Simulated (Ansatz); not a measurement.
# GaP4: the cost of one run

Computed with Ansatz 0.2.0 (DFT PBE, scalar-relativistic, plane waves, PAW, unless a step's input says otherwise).

## Step 1: The system as given

Symmetry: Cmmm, No. 65, orthorhombic system. Conventional cell: a = 4.596 Å, b = 7.111 Å, c = 6.421 Å, α = 90.00°, β = 90.00°, γ = 90.00°. Ga (site symmetry mmm) is surrounded by 4 P at 2.95 Å. Around P (site symmetry m) lie 4 P at 2.28 to 2.91 Å and 1 Ga at 2.95 Å.

Structure file:

```cif
data_structure
_symmetry_space_group_name_H-M 'Cmmm'
_symmetry_Int_Tables_number 65
_cell_length_a 4.5963
_cell_length_b 7.1109
_cell_length_c 6.4209
_cell_angle_alpha 90.000
_cell_angle_beta 90.000
_cell_angle_gamma 90.000
_cell_volume 209.86
loop_
_atom_site_label
_atom_site_type_symbol
_atom_site_symmetry_multiplicity
_atom_site_Wyckoff_symbol
_atom_site_fract_x
_atom_site_fract_y
_atom_site_fract_z
_atom_site_occupancy
Ga1 Ga 2 b 0.50000 0.00000 0.00000 1
P1 P 8 n 0.50000 0.70463 0.67740 1
```

A structure generator made this guess: random cell by space group and Wyckoff sites (Cmmm, No. 65). Lengths come from tabulated atomic sizes and are only a guess.

## Step 2: The guess as it stands, on a coarse mesh

Contents of input.yaml:

```yaml
crystal:
  lattice:
    - [2.29814699, -3.55542794, 0.0]
    - [2.29814699, 3.55542794, 0.0]
    - [0.0, 0.0, 6.42094982]
  atoms:
    - { symbol: Ga, position: [0.5, 0.5, 0.0] }
    - { symbol: P, position: [0.7953697, 0.2046303, 0.67740496] }
    - { symbol: P, position: [0.2046303, 0.7953697, 0.67740496] }
    - { symbol: P, position: [0.2046303, 0.7953697, 0.32259504] }
    - { symbol: P, position: [0.7953697, 0.2046303, 0.32259504] }
basis:
  ecutwfc: 420
kpoints:
  mp_grid: { grid: [4, 4, 4] }
hamiltonian:
  xc: pbe
scf:
  occupations: { method: gaussian, width: 0.1 }
  lower_state_search: "off"
output:
  forces: true
  stress: true
  eigenvalues: true
```

Command:

```
$ ansatz run input.yaml --threads 1 --pin off --max-ram 2560MiB --backend cpu --events-out ev --progress --plain --runs-dir out
```

What time and memory should one allow on 1 thread of Intel Xeon at 2.50GHz (Skylake/Cascade Lake), shared host?

About 7.6 s, with a peak of 0.38 GiB.
